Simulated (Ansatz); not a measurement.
**HfB2: a relaxation**

Aim: a sound relaxation of HfB2. The structure is shown as the input types it.

Program: Ansatz 0.2.0. Level of theory: DFT, PBEsol, PAW with Ansatz's default frozen-core files, scalar-relativistic; relaxation of cell and atoms. These are calculated values, not measurements.

1 further run of the same task is left out (set aside as unsound or not needed). Runs told in other sessions of the task aren't counted.

## (1) The system as given

It takes space group P6/mmm (No. 191, hexagonal). The conventional cell has a = 3.128 Å, b = 3.128 Å, c = 3.445 Å, α = 90.00°, β = 90.00°, γ = 120.00°. Hf (site symmetry 6/mmm) is surrounded by 12 B at 2.50 Å. Around B (site symmetry -6m2) lie 3 B at 1.81 Å and 6 Hf at 2.50 Å.

As a file:

```xyz
3
Lattice="3.1281 0.0000 0.0000 -1.5641 2.7090 0.0000 0.0000 0.0000 3.4454" Properties=species:S:1:pos:R:3 pbc="T T T"
Hf    0.0000    0.0000    0.0000
B     0.0000    1.8060    1.7227
B     1.5641    0.9030    1.7227
```

## (2) The run

Input file input.yaml:

```yaml
crystal:
  lattice:
    - [3.1281181577, 0.0, 0.0]
    - [-1.56405907885, 2.70902979061, 0.0]
    - [0.0, 0.0, 3.44536281754]
  atoms:
    - { symbol: Hf, position: [0.0, 0.0, 0.0] }
    - { symbol: B, position: [0.333333333333, 0.666666666667, 0.5] }
    - { symbol: B, position: [0.666666666667, 0.333333333333, 0.5] }
kpoints:
  mp_grid: { grid: [14, 14, 10] }
scf:
  occupations: { method: fermi_dirac, width: 0.05 }
  max_iter: 100
hamiltonian:
  xc: pbesol
  pseudopotentials: { kind: paw }
relax:
  f_tol: 0.002
  max_steps: 80
  cell: { p_target: 30 }
  max_displacement: 5.0
output:
  forces: true
  stress: true
```

Run with:

```
$ ansatz run input.yaml --threads 2 --pin off --max-ram 5120MiB --backend cpu --events-out ev --progress --plain --runs-dir out
```

Standard output:

```text
Engine: ansatz 0.2.0
Pseudopotentials: kind: paw
Pseudopotential: Hf, paw, valence charge 26, recommended cutoff 420 eV (normal), Hf.paw.azcp
Pseudopotential: B, paw, valence charge 3, recommended cutoff 420 eV (normal), B.paw.azcp
Functional definition: PBEsol
  exchange = pbesol_x
  correlation = pbesol_c
Crystal: 3 atoms, lattice volume = 29.197 Å³
Basis set: ecut = 420 eV, 563 PW (Γ), exchange–correlation on 48×48×48 points (8 copies of the dense FFT grid, shifted against one another)
Bands: 20, of which v1, the nominal top of the filled ones, is band 16 counted from 1 (15 counted from 0)
Symmetry: 24 space group operations
Space group: P6/mmm (ITA 191), of the structure as read, at distance tolerance 3.1e-5 Å
k-points: 144 of 1960
Non-local potential: Hf, projectors of the file, l = 0: 3, l = 1: 2, l = 2: 2, l = 3: 3
Non-local potential: B, projectors of the file, l = 0: 2, l = 1: 2, l = 2: 1
PAW form: soft (Blöchl's): semilocal exchange-correlation on the pseudo side does not see the compensation charge
PAW frozen core: Hf, regenerated for the run's functional, and the local potential with it (the file was generated under x = pbe(κ = 0.804, μ = 0.2195149727645171), c = pbe(β = 0.06672455060314922))
PAW frozen core: B, regenerated for the run's functional, and the local potential with it (the file was generated under x = pbe(κ = 0.804, μ = 0.2195149727645171), c = pbe(β = 0.06672455060314922))
PAW one-centre angular grid: Hf, 590 points (default); XC on 64 Gauss nodes
PAW one-centre angular grid: B, 110 points (default); XC on 64 Gauss nodes
Initial density: superposition of atomic densities (neutral atoms: chi_scale 0, normalization atom), corrected by the library's trained network
Initial wavefunctions: pseudopotential atomic-orbital guess
Functional: x = pbesol(κ = 0.804, μ = 0.12345679012345678), c = pbesol(β = 0.046)
SCF iter   1: F=—  HF=-15906.612766 eV  |F-HF|=—  |Δ(HF+E_count)|=         —  Δρ=5.69e-3  dr2=1.62e-2  ethr=1.77e-3  ⟨swp⟩=4.2  Hψ=11212  notcnv=0
preconditioner: auto → none  [metal: Δε(μ)=0.017 eV  Ē_g=17.470 eV  σ=0.050 eV  W_gap=0.08  n_scr=8 (ndim 8)  ℏωp=37.6 eV  f_vac=0.000  D(μ)=0.24/eV (n_scr^D=0)  sad-step TF]
SCF iter   2: F=—  HF=-15906.609078 eV  |F-HF|=—  |Δ(HF+E_count)|=   3.69e-3  Δρ=3.26e-3  dr2=5.73e-3  ethr=5.08e-5  ⟨swp⟩=1.3  Hψ=4097  notcnv=0
SCF iter   3: F=—  HF=-15906.607753 eV  |F-HF|=—  |Δ(HF+E_count)|=   1.33e-3  Δρ=1.35e-3  dr2=8.08e-4  ethr=1.79e-5  ⟨swp⟩=2.2  Hψ=4713  notcnv=0
SCF iter   4: F=—  HF=-15906.607306 eV  |F-HF|=—  |Δ(HF+E_count)|=   4.47e-4  Δρ=1.49e-4  dr2=2.30e-6  ethr=2.53e-6  ⟨swp⟩=2.0  Hψ=5177  notcnv=0
SCF iter   5: F=—  HF=-15906.607324 eV  |F-HF|=—  |Δ(HF+E_count)|=   1.78e-5  Δρ=3.15e-5  dr2=1.92e-7  ethr=7.18e-9  ⟨swp⟩=2.0  Hψ=5154  notcnv=0
SCF iter   6: F=-15906.607324 eV  HF=-15906.607324 eV  |F-HF|=1.17e-9  |Δ(HF+E_count)|=   4.71e-8  Δρ=3.94e-6  dr2=1.24e-9  ethr=3.13e-10  ⟨swp⟩=4.0  Hψ=10039  notcnv=0
SCF 1 converged in 6 iterations: F = -15906.607324 eV  dr2 = 1.24e-9
relax step   1: F+E_penalty+E_count = -15906.60732382 eV  Δ(F+E_penalty+E_count) = +0.000e0 eV  max|allowed force component| = 1.665e-16 eV/Å  Δτ_max = 0.0000 Å  P = -0.027 GPa  Ω = 29.197 Å³  (6 SCF iters, dr2 threshold 1.00e-7 eV, accepted)
Crystal: 3 atoms, lattice volume = 26.147 Å³
Basis set: ecut = 420 eV, 515 PW (Γ), exchange–correlation on 48×48×48 points (8 copies of the dense FFT grid, shifted against one another)
Initial density: handed on by an earlier stage of this run
Initial wavefunctions: those handed on with the density
iter 1 solved again at ethr=2.40e-4 eV; its pass at ethr=3.10e-3 eV (dr2=7.68e-2 eV) is discarded
SCF iter   1: F=—  HF=-15906.320746 eV  |F-HF|=—  |Δ(HF+E_count)|=         —  Δρ=1.35e-2  dr2=7.76e-2  ethr=2.40e-4  ⟨swp⟩=1.2  Hψ=17413  notcnv=0
preconditioner: auto → none  [metal: Δε(μ)=0.099 eV  Ē_g=17.709 eV  σ=0.050 eV  W_gap=0.42  n_scr=8 (ndim 8)  ℏωp=39.8 eV  f_vac=0.000  D(μ)=0.20/eV (n_scr^D=0)]
SCF iter   2: F=—  HF=-15906.299445 eV  |F-HF|=—  |Δ(HF+E_count)|=   2.13e-2  Δρ=4.74e-3  dr2=9.82e-3  ethr=2.40e-4  ⟨swp⟩=3.0  Hψ=5952  notcnv=0
SCF iter   3: F=—  HF=-15906.295514 eV  |F-HF|=—  |Δ(HF+E_count)|=   3.93e-3  Δρ=1.46e-3  dr2=2.75e-4  ethr=3.07e-5  ⟨swp⟩=2.0  Hψ=6023  notcnv=0
SCF iter   4: F=—  HF=-15906.295726 eV  |F-HF|=—  |Δ(HF+E_count)|=   2.11e-4  Δρ=6.17e-4  dr2=5.09e-5  ethr=8.59e-7  ⟨swp⟩=2.0  Hψ=4924  notcnv=0
SCF iter   5: F=—  HF=-15906.295785 eV  |F-HF|=—  |Δ(HF+E_count)|=   5.96e-5  Δρ=8.85e-5  dr2=8.31e-7  ethr=1.59e-7  ⟨swp⟩=2.0  Hψ=5177  notcnv=0
SCF iter   6: F=-15906.295785 eV  HF=-15906.295785 eV  |F-HF|=3.21e-8  |Δ(HF+E_count)|=   7.04e-7  Δρ=2.00e-5  dr2=4.48e-8  ethr=9.37e-10  ⟨swp⟩=4.8  Hψ=11465  notcnv=0
SCF 2 converged in 6 iterations: F = -15906.295785 eV  dr2 = 4.48e-8
relax step   2: F+E_penalty+E_count = -15906.29578456 eV  Δ(F+E_penalty+E_count) = +3.115e-1 eV  max|allowed force component| = 1.295e-16 eV/Å  Δτ_max = 0.0000 Å  P = +35.472 GPa  Ω = 26.147 Å³  energy of the carried Pulay correction = +3.617e-3 eV  (6 SCF iters, dr2 threshold 3.00e-7 eV, accepted)
Crystal: 3 atoms, lattice volume = 26.587 Å³
Basis set: ecut = 420 eV, 527 PW (Γ), exchange–correlation on 48×48×48 points (8 copies of the dense FFT grid, shifted against one another)
iter 1 solved again at ethr=5.23e-6 eV; its pass at ethr=3.10e-3 eV (dr2=1.67e-3 eV) is discarded
SCF iter   1: F=—  HF=-15906.389319 eV  |F-HF|=—  |Δ(HF+E_count)|=         —  Δρ=2.22e-3  dr2=1.74e-3  ethr=5.23e-6  ⟨swp⟩=1.3  Hψ=16606  notcnv=0
preconditioner: auto → none  [metal: Δε(μ)=0.041 eV  Ē_g=17.836 eV  σ=0.050 eV  W_gap=0.20  n_scr=8 (ndim 8)  ℏωp=39.4 eV  f_vac=0.000  D(μ)=0.22/eV (n_scr^D=0)]
SCF iter   2: F=—  HF=-15906.388798 eV  |F-HF|=—  |Δ(HF+E_count)|=   5.21e-4  Δρ=9.25e-4  dr2=2.42e-4  ethr=5.23e-6  ⟨swp⟩=2.0  Hψ=5093  notcnv=0
SCF iter   3: F=—  HF=-15906.388732 eV  |F-HF|=—  |Δ(HF+E_count)|=   6.55e-5  Δρ=4.16e-4  dr2=2.08e-5  ethr=7.57e-7  ⟨swp⟩=2.0  Hψ=4678  notcnv=0
SCF iter   4: F=—  HF=-15906.388732 eV  |F-HF|=—  |Δ(HF+E_count)|=   3.53e-7  Δρ=1.65e-4  dr2=3.63e-6  ethr=6.49e-8  ⟨swp⟩=2.0  Hψ=5142  notcnv=0
SCF iter   5: F=—  HF=-15906.388733 eV  |F-HF|=—  |Δ(HF+E_count)|=   2.39e-7  Δρ=3.59e-5  dr2=8.41e-8  ethr=9.37e-10  ⟨swp⟩=3.5  Hψ=12651  notcnv=0
SCF iter   6: F=-15906.388733 eV  HF=-15906.388733 eV  |F-HF|=1.36e-9  |Δ(HF+E_count)|=   1.00e-7  Δρ=7.08e-6  dr2=5.05e-9  ethr=2.63e-10  ⟨swp⟩=4.0  Hψ=9730  notcnv=0
SCF 3 converged in 6 iterations: F = -15906.388733 eV  dr2 = 5.05e-9
relax step   3: F+E_penalty+E_count = -15906.38873280 eV  Δ(F+E_penalty+E_count) = -9.295e-2 eV  max|allowed force component| = 2.220e-16 eV/Å  Δτ_max = 0.0000 Å  P = +29.421 GPa  Ω = 26.587 Å³  energy of the carried Pulay correction = +3.115e-3 eV  (6 SCF iters, dr2 threshold 3.00e-7 eV, accepted)
[... 7 lines left out ...]
relax step   4: F+E_penalty+E_count = -15906.38202285 eV  Δ(F+E_penalty+E_count) = +6.710e-3 eV  max|allowed force component| = 4.934e-17 eV/Å  Δτ_max = 0.0000 Å  P = +29.880 GPa  Ω = 26.548 Å³  energy of the carried Pulay correction = +3.151e-3 eV  (3 SCF iters, dr2 threshold 3.00e-7 eV, accepted)
[... 7 lines left out ...]
relax step   5: F+E_penalty+E_count = -15906.38047657 eV  Δ(F+E_penalty+E_count) = +1.546e-3 eV  max|allowed force component| = 3.022e-16 eV/Å  Δτ_max = 0.0000 Å  P = +30.001 GPa  Ω = 26.539 Å³  energy of the carried Pulay correction = +3.162e-3 eV  (3 SCF iters, dr2 threshold 5.25e-8 eV, accepted)
[... 10 lines left out ...]
relax step   6: F+E_penalty+E_count = -15906.37816725 eV  Δ(F+E_penalty+E_count) = +2.309e-3 eV  max|allowed force component| = 2.529e-16 eV/Å  Δτ_max = 0.0000 Å  P = +29.902 GPa  Ω = 26.539 Å³  stress off target by 1.02e-1 GPa  SCF on the basis re-selected at this cell (its energy is not comparable with the rows above)  (6 SCF iters)
[... 8 lines left out ...]
relax step   7: F+E_penalty+E_count = -15906.37687142 eV  Δ(F+E_penalty+E_count) = +1.296e-3 eV  max|allowed force component| = 3.084e-16 eV/Å  Δτ_max = 0.0000 Å  P = +29.999 GPa  Ω = 26.532 Å³  energy of the carried Pulay correction = +9.262e-6 eV  (3 SCF iters, dr2 threshold 2.59e-8 eV, accepted)
iter 1 solved again at ethr=4.72e-9 eV; its pass at ethr=3.10e-3 eV (dr2=1.51e-6 eV) is discarded
SCF iter   1: F=—  HF=-15906.376860 eV  |F-HF|=—  |Δ(HF+E_count)|=         —  Δρ=4.05e-6  dr2=2.13e-9  ethr=4.72e-9  ⟨swp⟩=4.1  Hψ=22273  notcnv=0
SCF iter   2: F=—  HF=-15906.376864 eV  |F-HF|=—  |Δ(HF+E_count)|=   3.99e-6  Δρ=2.14e-6  dr2=7.33e-10  ethr=6.67e-12  ⟨swp⟩=2.4  Hψ=5402  notcnv=0
SCF iter   3: F=—  HF=-15906.376864 eV  |F-HF|=—  |Δ(HF+E_count)|=   1.07e-9  Δρ=1.37e-6  dr2=8.99e-10  ethr=2.29e-12  ⟨swp⟩=2.0  Hψ=5195  notcnv=0
SCF iter   4: F=-15906.376864 eV  HF=-15906.376864 eV  |F-HF|=5.46e-12  |Δ(HF+E_count)|=  4.47e-10  Δρ=3.04e-7  dr2=8.35e-12  ethr=1.00e-12  ⟨swp⟩=4.9  Hψ=16753  notcnv=0
SCF 8 converged in 4 iterations: F = -15906.376864 eV  dr2 = 8.35e-12
relax step   8: F+E_penalty+E_count = -15906.37686358 eV  Δ(F+E_penalty+E_count) = +7.840e-6 eV  max|allowed force component| = 2.961e-16 eV/Å  Δτ_max = 0.0000 Å  P = +29.999 GPa  Ω = 26.532 Å³  stress off target by 8.83e-4 GPa  SCF on the basis re-selected at this cell (its energy is not comparable with the rows above)  (4 SCF iters)
basis re-selected at this cell: Δ(F+E_penalty+E_count) = +7.840e-6 eV, ΔP = -0.000 GPa vs the last step (what re-selecting the basis moved, of the pressure what is left beyond the Pulay correction that the steps carried, after the strain that the cell walked since its last selection, with what the two solves' SCF thresholds leave and, on support functions, any second-order correction that the steps lacked; it is no measure of the basis error at this ecutwfc). This SCF's stress stands 8.83e-4 GPa from its target on what of the cell is left free (relax.cell.stress_tol is 5.00e-2 GPa) and its largest allowed force component is 2.96e-16 eV/Å (relax.f_tol is 2.00e-3 eV/Å): within both
SCF converged after 4 iterations
Free energy (F): -15906.376864 eV
Harris-Foulkes:  -15906.376864 eV  (|F-HF|=5.46e-12)
Internal energy: -15906.375139 eV  (E = F + TS)
E sigma→0 (E₀):  -15906.376001 eV
Entropy (-TS):   -0.001724 eV (-0.575 meV/atom)
Fermi energy:    22.856253 eV
--- Per-component energies (eV) ---
  E_band       = 210.041094
  E_kinetic    = 538.113664
  E_local      = -4978.164602  (includes V_loc(G=0)·N_el)
  E_nonlocal   = -1214.425183
  E_hartree    = 2403.784946
  E_xc         = -368.552900
  E_vxc        = -351.268921  (∫ρ·V_xc dr)
  E_paw        = -6961.141450  (= ΣΔE_a)
  E_vpaw       = 1408.216373  (= ΣTr[D̂ρ^β])
  E_aug_tail   = -0.000008  (compensation charges beyond the density's cutoff)
  E_ewald      = -5327.270121
  E_core_change = 1.280513  (= ΣΔE_core)
  E_smearing   = -0.001724  (= −TS)
  E_closure    = -0.000000  (closes the sum)
  Σ components = -15906.376864   (vs F -15906.376864, Δ=0.00e0)
--- Forces (eV/Å), atoms counted from 1 ---
  atom   1  Hf     0.00000000    -0.00000000     0.00000000
  atom   2  B     -0.00000000    -0.00000000     0.00000000
  atom   3  B     -0.00000000     0.00000000     0.00000000
  max |Σ_I F_I| component: 3.70e-17 eV/Å
--- Stress (GPa, compression-positive) ---
       29.999149       0.000000       0.000000
        0.000000      29.999149       0.000000
        0.000000       0.000000      29.999117
  P = ⅓ Tr σ = 29.9991 GPa (299.991 kbar)
--- Relaxed structure (6 steps of the walk, 6 accepted, 2 SCFs on fresh bases) ---
  F+E_penalty+E_count = -15906.37686358 eV   max|allowed force component| = 2.961e-16 eV/Å   (the final SCF, on the basis selected at the relaxed cell)
  cell:  # Å, volume = 26.5324 Å³
    - [3.036812397860516, 5.227521251672076e-34, 0.0]
    - [-1.518406198930258, 2.629956683074743, 0.0]
    - [0.0, 0.0, 3.322085208600077]
  atoms:
    - { symbol: Hf, position: [1.7001608665764998e-35, -4.722252302159921e-34, 0.0] }
    - { symbol: B, position: [0.33333333333333337, 0.6666666666666667, 0.49999999999999994] }
    - { symbol: B, position: [0.6666666666666667, 0.33333333333333337, 0.49999999999999994] }
```

It took 12 s on 2 threads of Arm Neoverse V2, shared host; peak memory 0.38 GiB.

## (3) Can this be trusted?

The run converged and reported no error. Convergence says nothing about whether the input makes sense.

The suspect setting: relax.max_displacement is 5.0. What could go wrong: steps too long. The run converged, but that does not make its result sound.

Run again and compare: delete relax.max_displacement (the default then holds).

## (4) Second run, to compare

Besides the cure, the input differs in scf.max_iter.

Edit input.yaml of step 2 so:

```diff
@@ -13,3 +13,2 @@
   occupations: { method: fermi_dirac, width: 0.05 }
-  max_iter: 100
 hamiltonian:
@@ -21,3 +20,2 @@
   cell: { p_target: 30 }
-  max_displacement: 5.0
 output:
```

Run with:

```
$ ansatz run input.yaml --threads 2 --pin off --max-ram 5120MiB --backend cpu --events-out ev --progress --plain --runs-dir out
```

The main lines of its log:

```text
[...]
Basis set: ecut = 420 eV, 563 PW (Γ), exchange–correlation on 48×48×48 points (8 copies of the dense FFT grid, shifted against one another)
[...]
k-points: 144 of 1960
[...]
SCF iter   1: F=—  HF=-15906.612766 eV  |F-HF|=—  |Δ(HF+E_count)|=         —  Δρ=5.69e-3  dr2=1.62e-2  ethr=1.77e-3  ⟨swp⟩=4.2  Hψ=11212  notcnv=0
preconditioner: auto → none  [metal: Δε(μ)=0.017 eV  Ē_g=17.470 eV  σ=0.050 eV  W_gap=0.08  n_scr=8 (ndim 8)  ℏωp=37.6 eV  f_vac=0.000  D(μ)=0.24/eV (n_scr^D=0)  sad-step TF]
SCF iter   2: F=—  HF=-15906.609078 eV  |F-HF|=—  |Δ(HF+E_count)|=   3.69e-3  Δρ=3.26e-3  dr2=5.73e-3  ethr=5.08e-5  ⟨swp⟩=1.3  Hψ=4097  notcnv=0
[...]
relax step   1: F+E_penalty+E_count = -15906.60732382 eV  Δ(F+E_penalty+E_count) = +0.000e0 eV  max|allowed force component| = 1.665e-16 eV/Å  Δτ_max = 0.0000 Å  P = -0.027 GPa  Ω = 29.197 Å³  (6 SCF iters, dr2 threshold 1.00e-7 eV, accepted)
[...]
Basis set: ecut = 420 eV, 515 PW (Γ), exchange–correlation on 48×48×48 points (8 copies of the dense FFT grid, shifted against one another)
[...]
relax step   2: F+E_penalty+E_count = -15906.29578456 eV  Δ(F+E_penalty+E_count) = +3.115e-1 eV  max|allowed force component| = 1.295e-16 eV/Å  Δτ_max = 0.0000 Å  P = +35.472 GPa  Ω = 26.147 Å³  energy of the carried Pulay correction = +3.617e-3 eV  (6 SCF ite
[...]
Basis set: ecut = 420 eV, 527 PW (Γ), exchange–correlation on 48×48×48 points (8 copies of the dense FFT grid, shifted against one another)
[...]
relax step   3: F+E_penalty+E_count = -15906.38873280 eV  Δ(F+E_penalty+E_count) = -9.295e-2 eV  max|allowed force component| = 2.220e-16 eV/Å  Δτ_max = 0.0000 Å  P = +29.421 GPa  Ω = 26.587 Å³  energy of the carried Pulay correction = +3.115e-3 eV  (6 SCF ite
[...]
relax step   4: F+E_penalty+E_count = -15906.38202285 eV  Δ(F+E_penalty+E_count) = +6.710e-3 eV  max|allowed force component| = 4.934e-17 eV/Å  Δτ_max = 0.0000 Å  P = +29.880 GPa  Ω = 26.548 Å³  energy of the carried Pulay correction = +3.151e-3 eV  (3 SCF ite
[...]
relax step   5: F+E_penalty+E_count = -15906.38049347 eV  Δ(F+E_penalty+E_count) = +1.529e-3 eV  max|allowed force component| = 1.110e-16 eV/Å  Δτ_max = 0.0000 Å  P = +30.000 GPa  Ω = 26.540 Å³  energy of the carried Pulay correction = +3.162e-3 eV  (3 SCF ite
[...]
relax step   6: F+E_penalty+E_count = -15906.37818409 eV  Δ(F+E_penalty+E_count) = +2.309e-3 eV  max|allowed force component| = 1.110e-16 eV/Å  Δτ_max = 0.0000 Å  P = +29.900 GPa  Ω = 26.540 Å³  stress off target by 1.03e-1 GPa  SCF on the basis re-selected at
[...]
relax step   7: F+E_penalty+E_count = -15906.37687162 eV  Δ(F+E_penalty+E_count) = +1.312e-3 eV  max|allowed force component| = 2.837e-16 eV/Å  Δτ_max = 0.0000 Å  P = +29.999 GPa  Ω = 26.532 Å³  energy of the carried Pulay correction = +9.384e-6 eV  (3 SCF ite
[...]
SCF iter   4: F=-15906.376864 eV  HF=-15906.376864 eV  |F-HF|=1.09e-11  |Δ(HF+E_count)|=  4.44e-10  Δρ=3.08e-7  dr2=8.56e-12  ethr=1.00e-12  ⟨swp⟩=4.9  Hψ=16773  notcnv=0
[...]
relax step   8: F+E_penalty+E_count = -15906.37686378 eV  Δ(F+E_penalty+E_count) = +7.840e-6 eV  max|allowed force component| = 2.837e-16 eV/Å  Δτ_max = 0.0000 Å  P = +29.999 GPa  Ω = 26.532 Å³  stress off target by 8.92e-4 GPa  SCF on the basis re-selected at
[...]
SCF converged after 4 iterations
Free energy (F): -15906.376864 eV
[...]
E sigma→0 (E₀):  -15906.376002 eV
[...]
Fermi energy:    22.856252 eV
[...]
  P = ⅓ Tr σ = 29.9991 GPa (299.991 kbar)
--- Relaxed structure (6 steps of the walk, 6 accepted, 2 SCFs on fresh bases) ---
[...]
```

Wall time 12 s (2 threads of Arm Neoverse V2, shared host); peak memory 0.38 GiB.

| run | ending | energy change | pressure (GPa) | gap (eV) | force (eV/Å) | cycles | time |
| --- | --- | --- | --- | --- | --- | --- | --- |
| first try | converged | 0.0 meV/atom | 30.0 | 0.00 | 0.00 | 37 | 12 s |
| second try | converged | 0 | 30.0 | 0.00 | 0.00 | 37 | 12 s |

## (5) Summary of results

| quantity | value |
| --- | --- |
| first try | converged |
| setting under test | max_displacement 5.0 |
| second try | converged |
| energy (zero set by the potentials) | -15906.3769 eV |
| pressure | 30.00 GPa |
| gap on the mesh | none (metal on this mesh) |
| largest force | 0.000 eV/Å |

In words: Both runs end at the same energy: the doubtful setting did not spoil the result here.
